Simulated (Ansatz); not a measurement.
Task: a ladder of methods at one geometry of CH5FOSi, SMILES CO[SiH2]F, with Ansatz 0.2.0 through its Python package. Give the script and its output. Use (for the species named): MP2, cc-pVDZ basis, multiplicity 1. The script varies method: mp2, ccsd, ccsd_t.

Input file `ch5fosi.xyz`:
```text
9

C    -0.23020    1.07250   -0.66400
O    -0.87050    0.07980    0.09370
Si    0.09770   -1.10000    0.68640
F     1.17640   -1.57250   -0.48300
H     0.18190    0.71540   -1.60740
H    -1.07080    1.82830   -0.97340
H     0.48700    1.68160   -0.08900
H    -0.63690   -2.23080    1.17740
H     0.95380   -0.52050    1.84220
```

The script, `methods_ch5fosi.py`:
```python
"""One geometry of CH5FOSi, method by method."""

import ansatz

BASIS = "cc-pVDZ"

geometry = ansatz.Crystal.molecule_from_extxyz("ch5fosi.xyz")

job = geometry.calculation().basis(gaussian=BASIS)

methods = ["mp2", "ccsd", "ccsd_t"]
reports = [job.correlation(m).run(threads=1).report for m in methods]
print(f"Hartree-Fock reference {reports[0]['reference_energy_ev'] / 27.211386246:.6f} Ha")
best = reports[-1]["free_energy_ev"] - reports[-1]["reference_energy_ev"]
for method, each in zip(methods, reports):
    gained = each["free_energy_ev"] - each["reference_energy_ev"]
    print(f"{method:8s} total {each['free_energy_ev'] / 27.211386246:.6f} Ha  correlation {gained:9.4f} eV  ({100 * gained / best:.1f} % of the last)")
```

```console
$ python methods_ch5fosi.py
Hartree-Fock reference -504.091818 Ha
mp2      total -504.708267 Ha  correlation  -16.7744 eV  (92.4 % of the last)
ccsd     total -504.745068 Ha  correlation  -17.7758 eV  (97.9 % of the last)
ccsd_t   total -504.759038 Ha  correlation  -18.1560 eV  (100.0 % of the last)
```

Reading the output:
- Total energies depend on the basis set; only differences at equal settings carry meaning.
- The geometry is a force-field or estimated start, not a minimum of this method, and the basis set is short of its limit. A lower total doesn't mark the better method: functionals have no common bound, and MP2 and coupled cluster aren't variational.
- Inner cores stay frozen, so this is valence correlation.
- For Al to Cl the sets with a tight d function, cc-pV(X+d)Z, are usual.
- Run time: 9.5 s on 1 thread of Arm Neoverse V2 (shared host), peak memory 0.33 GiB.
